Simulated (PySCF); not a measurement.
# NaBi−: bond curves at several levels of theory

Aim: find the lowest electronic state of NaBi−, scan its bond at several levels of theory, and get bond length, wavenumber and dissociation energy from each curve.

The runs use PySCF 2.14.0; Na aug-cc-pVDZ, Bi aug-cc-pVDZ-PP with ECP60, scalar-relativistic core potentials.

3 further runs of the same task are left out: 3 set aside as unsound or not needed.

### 1 The job

A driver script around PySCF takes these settings:

| Property | Result |
| --- | --- |
| atoms | Na, Bi |
| charge | -1 |
| basis | Na aug-cc-pVDZ, Bi aug-cc-pVDZ-PP with ECP60 |
| Hamiltonian | scalar-relativistic core potentials |
| basis functions | 59 |
| electrons treated | 35 |
| masses in u | 22.9898, 208.9804 |
| levels | PBE0, PBE, r²SCAN, MN15, B97-3, CAM-B3LYP, MP2, SCS-MP2 |
| grid | 80 radial by 434 angular points |
| occupations | held fixed by the projection of orbital angular momentum |
| dissociation limit | Na + Bi−, each in its ground configuration |
| starting distance in angstrom | 3.135 |
| values of 2S to try | 1, 3 |

Run with:

```sh
OMP_NUM_THREADS=1 python dia.py task.json out
```

Further steps of the session: The PBE0 curve of the state that the search chose; Other states along the same grid; PBE; r²SCAN; MN15 (hybrid meta-GGA); B97-3; CAM-B3LYP.

What does the calculation give? Wanted: for each run, Re; ωe; De; μ.

As calculated:

Lowest PBE0 solution found, without spin–orbit coupling: ⁴Σ⁻ (quartet), unpaired electrons σ ↑, π ↑↑. State 2 has its PBE0 minimum 0.33 eV higher, as a spin-mixed determinant (⟨S²⟩ = 1.76), so this is no gap between pure states. The other levels ran on the lowest alone.

| level | Re (Å) | ωe (cm⁻¹) | De (eV) | μ (D) |
| --- | --- | --- | --- | --- |
| UHF-MP2 | 3.232 | 139.5 | 1.01 | n/a |
| UHF-SCS-MP2 | 3.247 | 136.7 | 1.00 | n/a |
| PBE | 3.216 | 132.2 | 1.07 | 9.55 |
| r²SCAN | 3.222 | 132.4 | 1.06 | 9.77 |
| PBE0 | 3.192 | 137.8 | 1.06 | 9.54 |
| B97-3 | 3.225 | 128.7 | 1.05 | 9.78 |
| MN15 | 3.170 | 137.2 | 1.04 | 8.55 |
| CAM-B3LYP | 3.166 | 140.4 | 0.95 | 9.01 |

De is counted to Na + Bi− in their ground configurations. A positive dipole points from Na to Bi; in an ion it is taken about the centre of mass and does not tell which atom is negative.

What this shows: Bond lengths run from 3.166 Å (CAM-B3LYP) to 3.247 Å (UHF-SCS-MP2). Among the levels with a De in the table, it runs from 0.95 eV (CAM-B3LYP) to 1.07 eV (PBE).

Correlated steps freeze 5 core orbitals. Spin–orbit coupling is left out, which matters for elements this heavy, above all for dissociation energies. At some levels the lowest empty orbital lies below the highest filled one (the two can be of opposite spin). With some functionals the highest level of the anion is positive, from self-interaction error or because the anion is truly unbound there; the finite basis then holds the extra electron, and no neutral molecule was run to test the binding. With spin–orbit coupling the term label itself may not hold.
